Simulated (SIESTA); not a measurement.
The system is TaNi3.

```
Ta Ni
1.0
     4.25000    0.00000    0.00000
     0.00000    5.11400    0.00000
     0.00000    0.00000    4.54200
Ta Ni
2 6
Direct
  0.50000 0.50000 0.65500
  0.00000 0.00000 0.34500
  0.50000 0.25000 0.15500
  0.50000 0.75000 0.15500
  0.00000 0.75000 0.84500
  0.00000 0.25000 0.84500
  0.00000 0.50000 0.34500
  0.50000 0.00000 0.65500
```

| Item | Value |
| --- | --- |
| Program | SIESTA 5.4.2 |
| Task | single point |
| Functional | PBEsol |
| Potentials or basis | PseudoDojo 0.4 standard (PBEsol files) |
| Basis | DZP (energy shift 0.003 Ry; two zetas on semicore shells) |
| Grid cutoff | 800 Ry |
| Energy shift | 0.003 Ry |
| k mesh | 6 × 5 × 6 |
| Occupations | fermi-dirac, width 0.05 eV |
| Spin | collinear spin, ferromagnetic start |
| Starting moments | [0.0, 0.0, 1.0, 1.0, 1.0, 1.0, 1.0, 1.0] μB |

On this cell: pressure -8.4 GPa; largest force 0.890 eV/Å; net moment 0.00 μB per cell; band gap on the k mesh none (metal or under the smearing width).

The same run follows on a disturbed copy (atoms moved at random, drawn with an rms of 0.05 Å):

```
CELL_PARAMETERS angstrom
4.25000 0.00000 0.00000
0.00000 5.11400 0.00000
0.00000 0.00000 4.54200
ATOMIC_POSITIONS crystal
Ta 0.50555 0.49454 0.65701
Ta 0.00048 0.99874 0.34760
Ni 0.49951 0.25652 0.15609
Ni 0.50076 0.74953 0.15135
Ni 0.00875 0.75597 0.84410
Ni 0.00318 0.24885 0.85270
Ni 0.01026 0.50523 0.34637
Ni 0.49620 0.99434 0.65807
```

Question: What changes?

Answer: The energy (extrapolated to zero smearing) moves by +4.0 meV/atom; pressure -8.0 GPa; largest force 0.882 eV/Å; net moment 0.00 μB per cell; band gap on the k mesh none (metal or under the smearing width).

Forces in eV/Å, atoms in the order of the input:
```
Ta   0.093  0.193 -0.161
Ta  -0.093  0.266  0.065
Ni   0.153 -0.307  0.150
Ni   0.179  0.065  0.241
Ni  -0.274 -0.275  0.045
Ni  -0.053  0.049 -0.293
Ni  -0.240 -0.230 -0.817
Ni   0.235  0.237  0.768
```

Stress tensor (GPa, compression positive):
```
-8.69  0.02  0.39
 0.02 -7.53 -0.29
 0.39 -0.29 -7.74
```

Caveats: short orbitals over semicore shells can move pressures by several GPa; the basis of atomic orbitals isn't converged, which shifts pressures, moduli and gaps.
